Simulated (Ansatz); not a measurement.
# Cu: a surface, (111), 5 layers

Aim: cut a slab of Cu (111), 5 layers from the relaxed bulk, relax it, and get surface energy and work function. The runs shown use PAW. Its runs: bulk cell relaxed (PAW); bulk in the slab's orientation (PAW); the reference run (PAW); atoms relaxed (PAW); vacuum of 11 Å (PAW); field of 0.1 V/Å along the normal (PAW); core holes in 2p of Cu (PAW).

Computed with Ansatz 0.2.0 (DFT, r2SCAN, PAW with Ansatz's default frozen-core files, scalar-relativistic, unless a step's input says otherwise).

### Step 1. The system as given

It takes space group Fm-3m (No. 225, cubic). Conventional cell: a = 3.576 Å, b = 3.576 Å, c = 3.576 Å, α = 90.00°, β = 90.00°, γ = 90.00°. Cu (site symmetry m-3m) is surrounded by 12 Cu at 2.53 Å.

Structure file:

```
Cu
1.0
     0.00000    1.78814    1.78814
     1.78814    0.00000    1.78814
     1.78814    1.78814    0.00000
Cu
1
Direct
  0.00000 0.00000 0.00000
```

### Step 2. Bulk cell relaxed, PAW

input.yaml

```yaml
crystal:
  lattice:
    - [0.0, 1.7881422212, 1.7881422212]
    - [1.7881422212, 0.0, 1.7881422212]
    - [1.7881422212, 1.7881422212, 0.0]
  atoms:
    - { symbol: Cu, position: [0.0, 0.0, 0.0] }
kpoints:
  mp_grid: { grid: [21, 21, 21] }
scf:
  occupations: { method: fermi_dirac, width: 0.1 }
hamiltonian:
  xc: r2scan
  pseudopotentials: { kind: paw }
output:
  forces: true
  stress: true
  write_density: true
  write_potential: true
  elf: true
  volumetric_format: npy
relax:
  f_tol: 0.005
  max_steps: 40
  cell: {}
```

On the command line:

```console
ansatz run input.yaml --threads 2 --pin off --max-ram 4096MiB --backend cpu --events-out ev --progress --plain --runs-dir out
```

Further steps of the session: Bulk in the slab's orientation, PAW; Slab as cut, PAW; Atoms relaxed, PAW; Vacuum of 11 Å, PAW; Field of 0.1 V/Å along the normal, PAW; Core holes in 2p of Cu, PAW.

What does the calculation give? Wanted: surface energy; work function; outer layer spacing; core-level shifts among the layers.

As calculated:

| quantity | value |
| --- | --- |
| surface energy (PAW, relaxed) | 1.59 J/m² |
| work function (PAW, relaxed) | 4.87 eV |
| outer layer spacing (PAW) | 2.06 → 2.04 Å |
| core-level shifts among the layers (PAW holes) | Cu1 +0.00, Cu2 +0.32, Cu3 +0.30 eV |

**Reading.** By PAW the surface costs 1.59 J/m² as cut and 1.59 J/m² relaxed. The outermost spacing changes by -1.0 % (PAW). Vacuum of 11 Å moves the work function by less than 0.01 eV (PAW). The field of 0.1 V/Å along the normal induces a dipole of 0.035 e·Å per cell (PAW). Thickness wasn't converged, and no reconstruction was sought. The program warned that the vacuum holds more density than its bound, so energies and levels may be slightly off.
